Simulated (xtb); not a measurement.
# GFN2-xTB run of SiP2NH7 (SMILES N[SiH](P)P)

Wanted: a structure relaxation of SiP2NH7. 

Program for the calculation: xtb 6.7.1.

4 further runs of the same task are left out: 4 set aside as unsound or not needed.

**1. The structure to begin with**

SiP2NH7 has 11 atoms, charge 0, and is taken as a singlet. As SMILES, `N[SiH](P)P`. All atoms were displaced at random from a relaxed shape. The run starts from this shape.

Bond lengths: N1–Si2 1.816 Å, Si2–P3 2.149 Å, Si2–P4 2.127 Å, N1–H5 0.917 Å, N1–H6 0.970 Å, Si2–H7 1.557 Å, P3–H8 1.382 Å, P3–H9 1.442 Å, P4–H10 1.487 Å, P4–H11 1.376 Å. Some angles: N1–Si2–P3 109.0°, N1–Si2–P4 112.9°, P3–Si2–P4 117.4°, N1–Si2–H7 106.5°, P3–Si2–H7 98.9°, P4–Si2–H7 110.9°, Si2–N1–H5 124.0°, Si2–N1–H6 119.1°, Si2–P3–H8 99.3°, Si2–P3–H9 99.8°.

**2. A structure relaxation at GFN2-xTB**

.CHRG reads:

```
0
```

.UHF reads:

```
0
```

mol.xyz reads:

```xyz
11
H7NP2Si
N     -0.81248000     1.20247000     0.08315000
Si     0.57125000     0.02948000     0.00240000
P      0.43939000    -1.32134000     1.66801000
P      0.82059000    -0.82214000    -1.93074000
H     -0.97153000     1.85071000    -0.54527000
H     -1.09086000     1.54590000     0.94678000
H      1.84370000     0.81709000     0.43190000
H     -0.04233000    -0.44942000     2.62561000
H     -0.88214000    -1.85493000     1.44816000
H     -0.57441000    -1.29263000    -2.13693000
H      0.45072000     0.33705000    -2.57226000
```

Launch:

```sh
xtb --gfn2 --opt lax -P 1 -- mol.xyz | tee mol.out
```

**Question.** What will come out? Wanted: total energy at the end; dipole moment; HOMO energy; LUMO energy; HOMO–LUMO gap; dispersion energy; mean polarisability.

**Answer.** As computed:

At GFN2-xTB:

| quantity | value |
| --- | --- |
| total energy at the end | -13.25511 Eh |
| dipole moment | 4.18 D |
| HOMO energy | -10.24 eV |
| LUMO energy | -5.84 eV |
| HOMO–LUMO gap | 4.40 eV |
| dispersion energy | -21.15 kJ/mol |
| mean polarisability (D4 model) | 91.1 bohr³ |

**Reading.** At the final geometry: Bond lengths: N1–Si2 1.728 Å, Si2–P3 2.251 Å, Si2–P4 2.251 Å, N1–H5 1.008 Å, N1–H6 1.009 Å, Si2–H7 1.478 Å, P3–H8 1.382 Å, P3–H9 1.381 Å, P4–H10 1.381 Å, P4–H11 1.382 Å. Some angles: N1–Si2–P3 109.4°, N1–Si2–P4 109.7°, P3–Si2–P4 111.5°, N1–Si2–H7 114.8°, P3–Si2–H7 105.8°, P4–Si2–H7 105.5°, Si2–N1–H5 120.1°, Si2–N1–H6 119.9°, Si2–P3–H8 93.2°, Si2–P3–H9 95.2°. The optimisation took 8 steps and changed the energy by -0.792 eV.
